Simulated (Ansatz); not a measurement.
# C2H7AlO2: a ladder of functionals and wavefunction methods

One table from this session's results is given with a row withheld; the runs are named, their logs left out.

Computed with Ansatz 0.2.0, Gaussian basis. Level: functionals in def2-TZVPP, the program's frozen cores in correlated methods.

The runs, in order: LDA (SPW92), PBE-D4, revPBE-D4, BLYP-D4, r2SCAN-D4, B97M-V, PBE0-D4, B3LYP-D4, r2SCANh-D4, r2SCAN0-D4, HSE06-D4, BHLYP-D4, CAM-B3LYP-D4, LC-ωPBE, ωB97X-V, ωB97M-V, B2PLYP, PBE-QIDH; CCSD(T)/def2-SVP; CCSD(T)/def2-TZVPP; MP2/def2-QZVPP; extrapolation to the limit; RPA on PBE.

## The geometry

The geometry comes from an earlier relaxation with PBE0-D4 in a triple-zeta def2 set; it is a stationary point, not always the lowest conformer.

SMILES `C[O][Al]([CH3])[OH]`, 12 atoms, charge 0, spin multiplicity 1.

Atoms are counted from 1 here; the program's logs count them from 0.

Bond lengths: C1–O2 1.395 Å, C1–H6 1.096 Å, C1–H7 1.098 Å, C1–H8 1.096 Å, O2–Al3 1.690 Å, Al3–C4 1.938 Å, Al3–O5 1.694 Å, C4–H9 1.094 Å, C4–H10 1.092 Å, C4–H11 1.094 Å, O5–H12 0.956 Å. Angles: O2–C1–H6 110.3°, O2–C1–H7 112.8°, O2–C1–H8 110.3°, H6–C1–H7 107.8°, H6–C1–H8 107.7°, H7–C1–H8 107.8°, C1–O2–Al3 134.5°, O2–Al3–C4 123.0°, O2–Al3–O5 117.2°, C4–Al3–O5 119.8°, Al3–C4–H9 111.4°, Al3–C4–H10 111.3°, Al3–C4–H11 111.3°, H9–C4–H10 107.9°, H9–C4–H11 106.8°, H10–C4–H11 107.9°, Al3–O5–H12 122.1°.

Set-up of the first run:

The input, in.yaml:

```yaml
crystal:
  periodic: [false, false, false]
  atoms:
    - {symbol: C, position_ang: [-1.404712, -0.274329, 1.507092]}
    - {symbol: O, position_ang: [-0.217861, 0.396425, 1.210827]}
    - {symbol: Al, position_ang: [0.797433, 0.468388, -0.138708]}
    - {symbol: C, position_ang: [0.451393, -0.514733, -1.773049]}
    - {symbol: O, position_ang: [2.171028, 1.453755, -0.023370]}
    - {symbol: H, position_ang: [-2.196080, 0.442873, 1.751569]}
    - {symbol: H, position_ang: [-1.761403, -0.896017, 0.674912]}
    - {symbol: H, position_ang: [-1.266080, -0.926899, 2.376204]}
    - {symbol: H, position_ang: [-0.519753, -0.248570, -2.200514]}
    - {symbol: H, position_ang: [1.216675, -0.314595, -2.525862]}
    - {symbol: H, position_ang: [0.432118, -1.593459, -1.591853]}
    - {symbol: H, position_ang: [2.374242, 1.952061, 0.766652]}
basis:
  gaussian: {orbitals: def2-TZVPP}
hamiltonian: {xc: lda}
output: {orbitals: {seedname: orbitals}}
```

On the command line:

```
$ ansatz run in.yaml --threads 4 --pin off --events-out ev --progress --plain --max-ram 10444MiB
```

Steps of the session up to this table: LDA; PBE-D4 (GGA); revPBE-D4 (GGA); BLYP-D4 (GGA); r2SCAN-D4 (meta-GGA); B97M-V (meta-GGA); PBE0-D4 (hybrid); B3LYP-D4 (hybrid); r2SCANh-D4 (hybrid); r2SCAN0-D4 (hybrid); HSE06-D4 (hybrid); BHLYP-D4 (hybrid); CAM-B3LYP-D4 (range-separated); LC-ωPBE (range-separated); ωB97X-V (range-separated); ωB97M-V (range-separated); B2PLYP (double hybrid); PBE-QIDH (double hybrid).

One table of the session follows, with a row left open; its other results are not shown here.

It belongs to the step «Orbital energies across the functionals». 

| functional | HOMO (eV) | gap (eV) |
| --- | --- | --- |
| LDA (SPW92) | -6.57 | 5.58 |
| PBE-D4 | -6.41 | 5.62 |
| revPBE-D4 | -6.36 | 5.68 |
| BLYP-D4 | -6.33 | 5.57 |
| r2SCAN-D4 | -6.74 | 6.47 |
| B97M-V | -6.82 | 6.16 |
| PBE0-D4 | -7.95 | 7.99 |
| B3LYP-D4 | -7.73 | 7.45 |
| r2SCANh-D4 | -7.33 | 7.31 |
| r2SCAN0-D4 | -8.18 | 8.52 |
| HSE06-D4 | -7.55 | 7.21 |
| BHLYP-D4 | -9.38 | 10.07 |
| CAM-B3LYP-D4 | -9.41 | 10.25 |
| LC-ωPBE | -10.75 | 12.88 |
| ωB97X-V | -10.41 | 12.30 |
| ωB97M-V | ? | ? |

Q: Estimate the row for ωB97M-V from the others.

The run gave: HOMO (eV): -10.31; gap (eV): 11.81. In the column «HOMO (eV)» it lies between ωB97X-V (-10.41) and CAM-B3LYP-D4 (-9.41).
